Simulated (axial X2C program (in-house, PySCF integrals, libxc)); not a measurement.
# All-electron X2C curves of TiCa

Aim: find the lowest determinant of TiCa, scan the bond at several levels and fit the constants, once spin-free and once with spin–orbit coupling.

Method: all-electron X2C, Ti dyall-cv3z, Ca dyall-cv3z; program: an in-house X2C program for linear molecules on PySCF integrals.

All values are calculated.

**1. The job**

task.json

```json
{"zs": [22, 20], "q": 0, "bas": ["dyall-cv3z", "dyall-cv3z"], "levels": ["PBE0", "HF", "BLYP"], "cc": true, "r0": 3.07, "thr": -1.0, "nmax": 90, "npts": 10, "nst": 2, "ntry": 6}
```

Keys: zs atomic numbers; q charge; bas basis sets; levels methods (HF also brings MP2); cc coupled cluster on or off; r0 starting distance in Å; thr threshold in hartree for freezing inner shells (an s shell follows its p shell); nmax most natural virtual spinors; npts points asked for on the curve; nst determinants followed; ntry starts of the search.

Run with:

```
python so2c.py task.json out
```

Spin-free means the one-electron spin-free X2C Hamiltonian; two-component (2c) means X2C with spin–orbit coupling and atomic mean-field two-electron Coulomb and Gaunt terms. Basis: Ti dyall-cv3z contracted to [10s10p6d4f2g], Ca dyall-cv3z contracted to [11s12p6d4f]; Gaussian nuclei, density fitting. Masses: Ti 47.948 u, Ca 39.963 u.

Notation: σ, π±, δ± give the projection m of an orbital's angular momentum (0, ±1, ±2), α and β its spin, Λ and M_S the sums; ω is the projection of a spinor's total angular momentum and Ω the sum. Logs are in hartree.

The results follow Hamiltonian by Hamiltonian and level by level.

**2. Which state to follow**

PBE0 moves the distance from 3.070 Å to 3.188 Å and compares determinants there.

Spin-free determinants:

| ΔE (eV) | state | open shells |
| --- | --- | --- |
| 0.00 | M_S = 2, Λ = 2 | beyond closed shells: σα, π+α, π-α, δ+α |
| 0.14 | M_S = 2, Λ = 3 | beyond closed shells: 2 × σα, π+α, δ+α |
| 0.24 | M_S = 1, Λ = 2 | beyond closed shells: σβ, π+α, π-α, δ+α |
| 0.25 | M_S = 2, Λ = 1 | beyond closed shells: 2 × σα, π-α, δ+α |
| 0.31 | M_S = 2, Λ = 0 | beyond closed shells: 2 × σα, δ+α, δ-α |
| 0.35 | M_S = 1, Λ = 3 | beyond closed shells: π+α, δ+α |
| 0.41 | M_S = 1, Λ = 0 | beyond closed shells: π+α, π-α |

Two-component determinants:

```csv
ΔE (eV),state,open shells
0.00,Ω = 4,"excess of +ω over −ω: ω = 3/2, ω = 5/2"
0.11,Ω = 1,"excess of +ω over −ω: ω = -1/2, ω = 3/2"
0.15,Ω = 5,"excess of +ω over −ω: 2 × ω = 1/2, ω = 3/2, ω = 5/2"
0.22,Ω = 1,excess of +ω over −ω: 2 × ω = 1/2
0.24,Ω = 3,"excess of +ω over −ω: ω = 1/2, ω = 5/2"
0.24,Ω = 3,"excess of +ω over −ω: 2 × ω = -1/2, ω = 3/2, ω = 5/2"
0.30,Ω = 2,"excess of +ω over −ω: 2 × ω = 1/2, ω = -3/2, ω = 5/2"
```

**3. PBE0, spin-free**

State followed: M_S = 2, Λ = 2 (beyond closed shells: σα, π+α, π-α, δ+α). The scan is laid around 3.188 Å, a first estimate of the minimum, and this SCF restarts from the orbitals of the search.

Output at 3.188 Å:

```text
spin-free X2C-1e  PBE0
basis functions 221  fitting functions 995  grid points 5807
iter        total energy     max residual
   1      -1533.831516572     2.97e-05
   2      -1533.831516641     2.20e-05
   3      -1533.831516654     1.30e-05
   4      -1533.831516656     5.60e-06
converged
one-electron -2248.35108235  Coulomb 719.89199557  exact exchange -19.22791998  xc functional -59.18026046  nuclear repulsion 73.03575057
```

Along the bond, energies from the lowest point:

```tsv
R (Å)	E (eV)	μ (D)	HOMO (eV)	LUMO (eV)	iterations
2.901	0.0840	0.10	-3.63	-1.71	47
2.997	0.0336	0.12	-3.66	-1.72	36
3.092	0.0073	0.15	-3.69	-1.74	33
3.188	0.0000	0.19	-3.72	-1.75	4
3.300	0.0095	0.23	-3.76	-1.77	40
3.411	0.0331	0.28	-3.77	-1.79	31
3.555	0.0768	0.35	-3.70	-1.81	32
```

Dipoles are positive if Ca is the positive end.

Outer orbitals at the reference distance:

```tsv
symmetry	occupied	ε (eV)	atomic character
π-α	yes	-30.05	100% Ca p
π+α	yes	-30.05	100% Ca p
σα	yes	-30.00	99% Ca p
π+β	yes	-29.98	100% Ca p
π-β	yes	-29.98	100% Ca p
σβ	yes	-29.89	99% Ca p
σα	yes	-5.46	48% Ti s, 40% Ca s, 5% Ca p
σβ	yes	-4.57	53% Ca s, 30% Ti s, 9% Ti p
π+α	yes	-4.20	90% Ti d, 5% Ca d, 3% Ca p
π-α	yes	-4.04	89% Ti d, 6% Ca d, 4% Ca p
δ+α	yes	-3.92	99% Ti d
σα	yes	-3.72	29% Ca p, 29% Ca s, 19% Ti p
σβ	no	-1.75	40% Ca p, 25% Ti s, 16% Ca s
π+α	no	-1.36	50% Ti p, 42% Ca p, 5% Ti d
π-α	no	-1.31	47% Ti p, 45% Ca p, 6% Ti d
σα	no	-1.19	45% Ti p, 34% Ca p, 8% Ti s
```

PBE0 fields in the half plane through the axis: z from -2.4 to 5.4 Å across, distance from the axis 0.15 to 2.25 Å upwards; Ti lies at z = 0 and Ca at z = 3.188 Å; the ELF is damped to zero where the density is low.

log10 density (e/bohr³). Ten even steps from '0' (-3.77 ) to '9' (1.40 ):
```
000111111111111111111111110
001111222222222222222221111
011122222222222222222222211
011223333333333333333222221
112233444443333334444332221
112234555554333345555433222
112234677764433456776543222
112234679764333456897643222
```

ELF. Ten even steps from '0' (0.02 ) to '9' (0.97 ):
```
002333211234554445568899864
024554211246666654446899997
245664210146777631112479999
356654200136787410000037999
345543210124676201231003899
333323565542364016887301699
221002787871132058768720389
210001628260011178585830389
```

Re = 3.184 Å, ωe = 141.2 cm⁻¹, ωexe = 0.818 cm⁻¹, Be = 0.0763 cm⁻¹, De = 0.555 eV, μ = 0.18 D.

**4. HF, spin-free**

The SCF at the reference distance of 3.188 Å:

```text
spin-free X2C-1e  HF
basis functions 221  fitting functions 995  grid points 5807
iter        total energy     max residual
   1      -1532.335016144     1.92e-01
   2      -1532.359179771     1.00e-02
   3      -1532.362795798     1.86e-02
   4      -1532.363791402     7.28e-03
   5      -1532.364104096     1.33e-03
   6      -1532.364233729     3.00e-03
   7      -1532.364283635     1.60e-03
   8      -1532.364305017     4.15e-04
   9      -1532.364313760     6.05e-04
  10      -1532.364318065     4.14e-04
  11      -1532.364319719     8.46e-05
  12      -1532.364320230     8.25e-05
  13      -1532.364320387     6.49e-05
  14      -1532.364320447     2.23e-05
  15      -1532.364320470     1.31e-05
  16      -1532.364320478     1.23e-05
  17      -1532.364320481     4.63e-06
  18      -1532.364320482     2.55e-06
converged
one-electron -2248.05617288  Coulomb 719.68080225  exact exchange -77.02470042  xc functional 0.00000000  nuclear repulsion 73.03575057
```

No constants are quoted: the lowest point is the long end of the scan.

**5. BLYP, spin-free**

Output at 3.188 Å:

```text
spin-free X2C-1e  BLYP
basis functions 221  fitting functions 995  grid points 5807
iter        total energy     max residual
   1      -1534.264216206     8.42e-02
   2      -1534.270342162     1.08e-02
   3      -1534.271958678     1.67e-02
   4      -1534.272378011     2.84e-03
   5      -1534.272560463     5.03e-03
   6      -1534.272620546     8.44e-04
   7      -1534.272636669     1.05e-03
   8      -1534.272642099     2.46e-04
   9      -1534.272644442     4.26e-04
  10      -1534.272645102     9.12e-05
  11      -1534.272645307     9.30e-05
  12      -1534.272645399     4.37e-05
  13      -1534.272645420     4.84e-06
  14      -1534.272645421     1.80e-06
converged
one-electron -2248.46765872  Coulomb 719.98993897  exact exchange 0.00000000  xc functional -78.83067624  nuclear repulsion 73.03575057
```

Re = 3.104 Å, ωe = 155.1 cm⁻¹, ωexe = 0.852 cm⁻¹, Be = 0.08026 cm⁻¹, De = 0.515 eV, μ = 0.85 D.

**6. MP2 and beyond, spin-free**

Correlated methods: 6 electrons correlated (frozen shells, counted by type: Ti 3 s, 2 p; Ca 3 s, 2 p), 334 virtual spinors in MP2, 90 natural virtuals in coupled cluster.

Output of the correlated part at 3.188 Å:

```text
correlated 6  virtual 334  natural virtual 90  E(MP2) -0.067787104  MP2 remainder -0.002712211
iter   CCSD correlation   residual
   1     -0.077323998   1.54e-01
   2     -0.085284041   8.57e-02
   3     -0.087015203   3.98e-02
   4     -0.088022227   2.48e-02
   5     -0.088622222   1.47e-02
   6     -0.088761679   8.56e-03
   7     -0.088920063   5.53e-03
   8     -0.088978695   3.18e-03
   9     -0.089001486   1.60e-03
  10     -0.089009333   6.70e-04
  11     -0.089010681   3.66e-04
  12     -0.089014058   1.86e-04
  13     -0.089015767   1.15e-04
  14     -0.089017038   7.42e-05
  15     -0.089017357   4.74e-05
  16     -0.089017441   2.95e-05
  17     -0.089017467   1.84e-05
  18     -0.089017450   1.18e-05
(T) -0.006129737  T1 0.1094  D1 0.1633  max T2 0.128
```

T1 in the output is the amplitude norm over the root of the electron number; divide by √2 for the Lee–Taylor value.

MP2: No constants are quoted: too few points lie around the minimum for a second fit to confirm the first.

CCSD: Re = 3.233 Å, ωe = 132.1 cm⁻¹, Be = 0.074 cm⁻¹, De = -0.471 eV. T1 at Re = 0.076 (Lee–Taylor, the printed value over √2).

CCSD(T): Re = 3.159 Å, ωe = 157.6 cm⁻¹, ωexe = 2.03 cm⁻¹, Be = 0.07752 cm⁻¹, De = -0.355 eV. T1 at Re = 0.078 (Lee–Taylor, the printed value over √2).

**7. A higher determinant, spin-free**

State: M_S = 2, Λ = 3 (beyond closed shells: 2 × σα, π+α, δ+α).

Output at the reference distance:

```text
spin-free X2C-1e  PBE0
basis functions 221  fitting functions 995  grid points 5807
iter        total energy     max residual
   1      -1533.826327054     8.28e-05
   2      -1533.826327282     9.09e-05
   3      -1533.826327525     4.69e-05
   4      -1533.826327553     5.77e-05
   5      -1533.826327627     1.21e-05
   6      -1533.826327635     7.74e-06
converged
one-electron -2248.27276603  Coulomb 719.80717628  exact exchange -19.22679175  xc functional -59.16969670  nuclear repulsion 73.03575057
```

```tsv
R (Å)	E above the lowest PBE0 point (eV)
2.901	0.249
2.997	0.187
3.092	0.153
3.188	0.141
3.300	0.148
3.411	0.171
3.555	0.215
```

Re = 3.205 Å, ωe = 146.4 cm⁻¹, ωexe = 0.881 cm⁻¹, Be = 0.07528 cm⁻¹, μ = -0.05 D. Te = 0.14 eV.

**8. The spin-free curves together**

Energy (eV) of the followed determinant, spin-free, from each level's lowest point:

```tsv
R (Å)	PBE0	HF	MP2	CCSD	CCSD(T)	BLYP
2.901	0.084	0.457	0.163	0.115	0.088	0.047
2.997	0.034	0.337	0.093	0.051	0.031	0.012
3.092	0.007	0.240	0.046	0.015	0.004	0.000
3.188	0.000	0.163	0.017	0.000	0.000	0.006
3.300	0.010	0.094	0.001	0.001	0.016	0.031
3.411	0.033	0.043	0.000	0.016	0.044	0.069
3.555	0.077	0.000	0.013	0.047	0.091	0.131
```

**9. PBE0, 2c**

State followed: Ω = 4 (excess of +ω over −ω: ω = 3/2, ω = 5/2). The scan is laid around 3.188 Å, a first estimate of the minimum, and this SCF restarts from the orbitals of the search.

The SCF at the reference distance of 3.188 Å:

```text
two-component X2C + atomic mean field  PBE0
basis functions 221  fitting functions 995  grid points 5807
iter        total energy     max residual
   1      -1533.508829966     2.69e-05
   2      -1533.508829967     1.55e-05
converged
one-electron -2247.52745729  Coulomb 719.69804421  exact exchange -19.22256163  xc functional -59.16357130  nuclear repulsion 73.03575057  atomic mean-field constant -0.32903453
```

Along the bond, energies from the lowest point:

```tsv
R (Å)	E (eV)	μ (D)	HOMO (eV)	LUMO (eV)	iterations
2.901	0.0844	0.10	-3.63	-1.71	37
2.997	0.0338	0.12	-3.66	-1.72	35
3.092	0.0074	0.15	-3.69	-1.74	33
3.188	0.0000	0.18	-3.72	-1.75	2
3.300	0.0094	0.23	-3.76	-1.77	42
3.411	0.0327	0.28	-3.76	-1.79	31
3.555	0.0761	0.35	-3.69	-1.81	32
```

Dipoles are positive if Ca is the positive end.

Outer spinors at the reference distance:

```csv
ω,occupied,ε (eV),atomic character,λ mixture
-1/2,yes,-30.24,100% Ca p,"82% π, 18% σ"
1/2,yes,-30.23,100% Ca p,"65% π, 35% σ"
3/2,yes,-29.92,100% Ca p,100% π
1/2,yes,-29.86,99% Ca p,"65% σ, 35% π"
-3/2,yes,-29.85,100% Ca p,100% π
-1/2,yes,-29.80,99% Ca p,"82% σ, 18% π"
1/2,yes,-5.46,"48% Ti s, 40% Ca s, 4% Ca p",100% σ
-1/2,yes,-4.57,"53% Ca s, 30% Ti s, 9% Ti p",100% σ
3/2,yes,-4.20,"90% Ti d, 5% Ca d, 3% Ca p",100% π
-1/2,yes,-4.06,"89% Ti d, 6% Ca d, 4% Ca p",100% π
5/2,yes,-3.91,99% Ti d,100% δ
1/2,yes,-3.72,"29% Ca p, 29% Ca s, 19% Ti p",100% σ
-1/2,no,-1.75,"40% Ca p, 25% Ti s, 16% Ca s",100% σ
3/2,no,-1.35,"50% Ti p, 43% Ca p, 5% Ti d",100% π
-1/2,no,-1.32,"47% Ti p, 45% Ca p, 6% Ti d",100% π
1/2,no,-1.19,"45% Ti p, 34% Ca p, 8% Ti s",100% σ
```

PBE0 fields in the half plane through the axis: z from -2.4 to 5.4 Å across, distance from the axis 0.15 to 2.25 Å upwards; Ti lies at z = 0 and Ca at z = 3.188 Å; the ELF is damped to zero where the density is low.

log10 density (e/bohr³). Ten even steps from '0' (-3.77 ) to '9' (1.40 ):
```
000111111111111111111111110
001111222222222222222221111
011122222222222222222222211
011223333333333333333222221
112233444443333334444332221
112234555554333345555433222
112234677764433456776543222
112234679764333456897643222
```

ELF. Ten even steps from '0' (0.02 ) to '9' (0.97 ):
```
002333211234554445568899864
024554211246666654446899997
245664210146777631112479999
356654200136787410000037999
345543211124676201231003899
333323565542364016887301699
221002787871132058768720389
210001628260011178585830389
```

Re = 3.185 Å, ωe = 141.0 cm⁻¹, ωexe = 0.817 cm⁻¹, Be = 0.07625 cm⁻¹, De = 0.547 eV, μ = 0.18 D.

**10. HF, 2c**

The SCF at the reference distance of 3.188 Å:

```text
two-component X2C + atomic mean field  HF
basis functions 221  fitting functions 995  grid points 5807
iter        total energy     max residual
   1      -1532.012943553     1.92e-01
   2      -1532.037120373     1.00e-02
   3      -1532.040739439     1.86e-02
   4      -1532.041734169     7.28e-03
   5      -1532.042046425     1.32e-03
   6      -1532.042175754     3.00e-03
   7      -1532.042225476     1.60e-03
   8      -1532.042246756     4.11e-04
   9      -1532.042255458     6.04e-04
  10      -1532.042259757     4.14e-04
  11      -1532.042261417     8.46e-05
  12      -1532.042261938     8.37e-05
  13      -1532.042262106     6.72e-05
  14      -1532.042262178     2.31e-05
  15      -1532.042262211     1.67e-05
  16      -1532.042262227     1.88e-05
  17      -1532.042262238     1.05e-05
  18      -1532.042262245     7.54e-06
  19      -1532.042262250     8.07e-06
  20      -1532.042262253     5.53e-06
  21      -1532.042262256     4.29e-06
  22      -1532.042262257     3.09e-06
  23      -1532.042262258     2.47e-06
converged
one-electron -2247.23244020  Coulomb 719.48677519  exact exchange -77.00331329  xc functional 0.00000000  nuclear repulsion 73.03575057  atomic mean-field constant -0.32903453
```

No constants are quoted: the lowest point is the long end of the scan.

**11. BLYP, 2c**

The SCF at the reference distance of 3.188 Å:

```text
two-component X2C + atomic mean field  BLYP
basis functions 221  fitting functions 995  grid points 5807
iter        total energy     max residual
   1      -1533.941042085     8.42e-02
   2      -1533.947168109     1.09e-02
   3      -1533.948790204     1.67e-02
   4      -1533.949213907     2.83e-03
   5      -1533.949394581     5.04e-03
   6      -1533.949455176     8.55e-04
   7      -1533.949471406     1.06e-03
   8      -1533.949476978     2.58e-04
   9      -1533.949479391     4.29e-04
  10      -1533.949480063     9.33e-05
  11      -1533.949480275     9.45e-05
  12      -1533.949480372     4.53e-05
  13      -1533.949480393     5.02e-06
  14      -1533.949480395     1.87e-06
converged
one-electron -2247.64437760  Coulomb 719.79627949  exact exchange 0.00000000  xc functional -78.80809832  nuclear repulsion 73.03575057  atomic mean-field constant -0.32903453
```

Re = 3.104 Å, ωe = 154.9 cm⁻¹, ωexe = 0.857 cm⁻¹, Be = 0.08025 cm⁻¹, De = 0.506 eV, μ = 0.85 D.

**12. MP2 and beyond, 2c**

Correlated methods: 6 electrons correlated (frozen shells, counted by type: Ti 3 s, 2 p; Ca 3 s, 2 p), 334 virtual spinors in MP2, 90 natural virtuals in coupled cluster.

Output of the correlated part at 3.188 Å:

```text
correlated 6  virtual 334  natural virtual 90  E(MP2) -0.067726202  MP2 remainder -0.002710808
iter   CCSD correlation   residual
   1     -0.077253854   1.53e-01
   2     -0.085202033   8.56e-02
   3     -0.086925993   3.97e-02
   4     -0.087926292   2.47e-02
   5     -0.088520160   1.46e-02
   6     -0.088657401   8.49e-03
   7     -0.088813319   5.48e-03
   8     -0.088871083   3.16e-03
   9     -0.088893629   1.59e-03
  10     -0.088901404   6.69e-04
  11     -0.088902735   3.69e-04
  12     -0.088906112   1.92e-04
  13     -0.088907819   1.23e-04
  14     -0.088909112   8.25e-05
  15     -0.088909437   5.62e-05
  16     -0.088909508   3.89e-05
  17     -0.088909528   2.84e-05
  18     -0.088909494   2.22e-05
  19     -0.088909549   1.77e-05
  20     -0.088909660   1.40e-05
  21     -0.088909814   1.07e-05
  22     -0.088909910   7.35e-06
  23     -0.088909935   5.11e-06
  24     -0.088909934   3.62e-06
(T) -0.006101249  T1 0.1088  D1 0.1622  max T2 0.128
```

MP2: No constants are quoted: too few points lie around the minimum for a second fit to confirm the first.

CCSD: Re = 3.236 Å, ωe = 131.2 cm⁻¹, Be = 0.07386 cm⁻¹, De = -0.478 eV. T1 at Re = 0.075 (Lee–Taylor, the printed value over √2).

CCSD(T): Re = 3.161 Å, ωe = 156.7 cm⁻¹, ωexe = 2.06 cm⁻¹, Be = 0.07742 cm⁻¹, De = -0.363 eV. T1 at Re = 0.078 (Lee–Taylor, the printed value over √2).

**13. A higher determinant, 2c**

State: Ω = 1 (excess of +ω over −ω: ω = -1/2, ω = 3/2).

Output at the reference distance:

```text
two-component X2C + atomic mean field  PBE0
basis functions 221  fitting functions 995  grid points 5807
iter        total energy     max residual
   1      -1533.504708563     2.07e-05
   2      -1533.504708568     1.20e-05
converged
one-electron -2247.46050048  Coulomb 719.62396258  exact exchange -19.22149017  xc functional -59.15339654  nuclear repulsion 73.03575057  atomic mean-field constant -0.32903453
```

```tsv
R (Å)	E above the lowest PBE0 point (eV)
2.901	0.219
2.997	0.158
3.092	0.124
3.188	0.112
3.300	0.119
3.411	0.142
3.555	0.186
```

Re = 3.205 Å, ωe = 146.3 cm⁻¹, ωexe = 0.881 cm⁻¹, Be = 0.07529 cm⁻¹, μ = -0.05 D. Te = 0.11 eV.

**14. The 2c curves together**

Energy (eV) of the followed determinant, 2c, from each level's lowest point:

```tsv
R (Å)	PBE0	HF	MP2	CCSD	CCSD(T)	BLYP
2.901	0.084	0.459	0.165	0.116	0.089	0.047
2.997	0.034	0.338	0.095	0.052	0.032	0.012
3.092	0.007	0.241	0.047	0.016	0.004	0.000
3.188	0.000	0.164	0.018	0.000	0.000	0.006
3.300	0.009	0.094	0.002	0.001	0.015	0.031
3.411	0.033	0.044	0.000	0.015	0.043	0.069
3.555	0.076	0.000	0.013	0.045	0.089	0.130
```

Time for the job: 3.4 min (1 thread of INTEL XEON PLATINUM 8581C at 2.10GHz (Emerald Rapids), shared host); peak memory 0.57 GiB.

**15. Results**

Lowest determinant that the search found at its distance, spin-free: M_S = 2, Λ = 2 (beyond closed shells: σα, π+α, π-α, δ+α).

Lowest determinant that the search found at its distance, 2c: Ω = 4 (excess of +ω over −ω: ω = 3/2, ω = 5/2).

```csv
Hamiltonian,level,Re (Å),ωe (cm⁻¹),De (eV),μ (D)
spin-free,PBE0,3.184,141.2,0.555,0.18
spin-free,CCSD,3.233,132.1,-0.471,n/a
spin-free,CCSD(T),3.159,157.6,-0.355,n/a
spin-free,BLYP,3.104,155.1,0.515,0.85
2c,PBE0,3.185,141.0,0.547,0.18
2c,CCSD,3.236,131.2,-0.478,n/a
2c,CCSD(T),3.161,156.7,-0.363,n/a
2c,BLYP,3.104,154.9,0.506,0.85
```

Dipoles are positive if Ca is the positive end. No constants: spin-free HF (the lowest point is the long end of the scan); spin-free MP2 (too few points lie around the minimum for a second fit to confirm the first); 2c HF (the lowest point is the long end of the scan); 2c MP2 (too few points lie around the minimum for a second fit to confirm the first).

Time per point (s) on 1 thread of INTEL XEON PLATINUM 8581C at 2.10GHz (Emerald Rapids), shared host (2c runs; CCSD comes with the CCSD(T) run); the times are rough: PBE0 1.9, CCSD(T) 3.9, BLYP 1.4.

At CCSD(T), going from spin-free to two-component changes Re by +2 mÅ, ωe by -0.5 %; the spin-free picture holds up (part of it comes from the scalar share of the two-electron terms). De moves by -0.01 eV; both De rest on single-determinant atoms, which can miss part of an open shell's spin–orbit lowering. De is negative at CCSD, CCSD(T): there the minimum lies above the ground-state fragments.

De refers to Ti + Ca, each in the lowest determinant found, which need not be this curve's own limit. Each curve is one determinant whose occupation by symmetry is held fixed; it was picked as the lowest of a PBE0 search that is not exhaustive. De is counted from the lowest determinant-based energies of the atoms at the same level, without counterpoise correction. Density functionals use the spin component along the axis (collinear). CCSD and (T) use frozen natural virtuals with an MP2 correction for the truncation. With several unpaired electrons one determinant need not be a pure state. At some level an empty orbital lies below a filled one. The spin-free determinant is spin-contaminated at some levels. T1 at Re is 0.078 (Lee–Taylor), above the customary mark of 0.02.
